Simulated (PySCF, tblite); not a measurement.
# C₂H₉BrO₂Si₄: geometry, infrared bands and NMR shifts

Wanted: the infrared bands and NMR shifts of C₂H₉BrO₂Si₄ (`COC(=O)[Si@@H]1[SiH2][SiH2][Si@@H]1Br`), by calculation.

The runs use tblite 0.8.0 and PySCF 2.14.0, with density-fitted response routines of our own; the level of theory stands in each step. All values are computed, except where a source is named. Atoms are numbered from 0 throughout.

## Step 1: The starting structure

18 atoms, charge 0, multiplicity 1; geometry from: force field or distance geometry start.

Bonds of the start (Å): C0–O1 1.44, O1–C2 1.34, C2–O3 1.23, C2–Si4 1.86, Si4–Si5 2.28, Si5–Si6 2.29, Si6–Si7 2.28, Si7–Br8 2.19, Si7–Si4 2.26, C0–H9 1.10, C0–H10 1.09, C0–H11 1.08, Si4–H12 1.49, Si5–H13 1.49, Si5–H14 1.48, Si6–H15 1.50, Si6–H16 1.49, Si7–H17 1.50.

## Step 2: Geometry optimisation with GFN2-xTB

Job settings and geometry (Å):

```
{"job": {"kind": "relax", "xc": "GFN2-xTB", "basis": "xTB"}, "charge": 0, "multiplicity": 1}
C      3.534100     0.299500     0.064400
O      2.411300    -0.543700    -0.246100
C      1.228700     0.092700    -0.299500
O      1.053200     1.304000    -0.149900
Si    -0.279900    -0.937900    -0.653300
Si    -1.993100     0.305800    -1.509600
Si    -2.541500     0.837500     0.647100
Si    -1.518800    -1.119700     1.227100
Br    -0.370200    -1.038000     3.091400
H      3.385400     0.774300     1.047300
H      3.649400     1.054800    -0.719200
H      4.422600    -0.319400     0.102900
H     -0.043700    -2.221500    -1.376700
H     -1.599100     1.449200    -2.380900
H     -3.029500    -0.542200    -2.142700
H     -4.012800     0.857500     0.916200
H     -1.852400     2.050100     1.170700
H     -2.452500    -2.296700     1.199400
```

The run is started by

```console
$ OMP_NUM_THREADS=1 python probes_run.py task.json out
```

This one command runs all jobs of the session in turn.

**Question.** This job is followed by: GFN2-xTB harmonic vibrations, gas phase; GIAO PBE0/pcSseg-1 NMR shielding, non-relativistic, gas phase. Predict these results of the whole session: strongest single infrared mode (GFN2-xTB); zero-point energy (GFN2-xTB); ¹³C shifts against TMS (PBE0/pcSseg-1); ¹H shifts against TMS (PBE0/pcSseg-1, means over atoms taken as alike); ¹⁷O shifts against H2O (PBE0/pcSseg-1); ²⁹Si shifts against TMS (PBE0/pcSseg-1); ⁷⁹Br shifts against HBr (PBE0/pcSseg-1); surface potential, 1st and 99th percentile.

As calculated:

| quantity | value |
| --- | --- |
| strongest single infrared mode (GFN2-xTB) | 600 cm⁻¹, 491 km/mol |
| zero-point energy (GFN2-xTB) | 62.9 kcal/mol |
| ¹³C shifts against TMS (PBE0/pcSseg-1) | 197.3, 53.2 ppm |
| ¹H shifts against TMS (PBE0/pcSseg-1, means over atoms taken as alike) | 6.55, 5.08, 4.53, 4.33, 4.16, 4.05, 4.01 ppm |
| ¹⁷O shifts against H2O (PBE0/pcSseg-1) | 520.4, 230.1 ppm |
| ²⁹Si shifts against TMS (PBE0/pcSseg-1) | 15.5, -46.4, -77.7, -95.2 ppm |
| ⁷⁹Br shifts against HBr (PBE0/pcSseg-1) | -67 ppm |
| surface potential, 1st and 99th percentile | -1.48 V and 1.55 V |

**Reading.** Relaxing lowered the energy by 0.671 eV in 73 steps; the close pair that moved most is Si4–Si7, from 2.259 to 2.381 Å. All 48 modes are real, so the xTB geometry is a minimum. The strongest single mode, at 600 cm⁻¹, is spread over several atoms, H15, H16, H14, H13 among them. Unscaled tight-binding wavenumbers are off by several per cent, some by more. Its intensities can rank the bands wrongly. At PBE0/pcSseg-1: Shielding is most anisotropic at O3 (span 825 ppm, paramagnetic term -590 ppm). At PBE0/pcSseg-1, counted by nearest atom on the grid, the HOMO lies on Br8 29 %; Si4, Si7 about 17 % each, the LUMO on Si7 21 %; Si4 14 %. Spin-orbit coupling is left out, which matters for shieldings and couplings at and beside the heavy atoms.
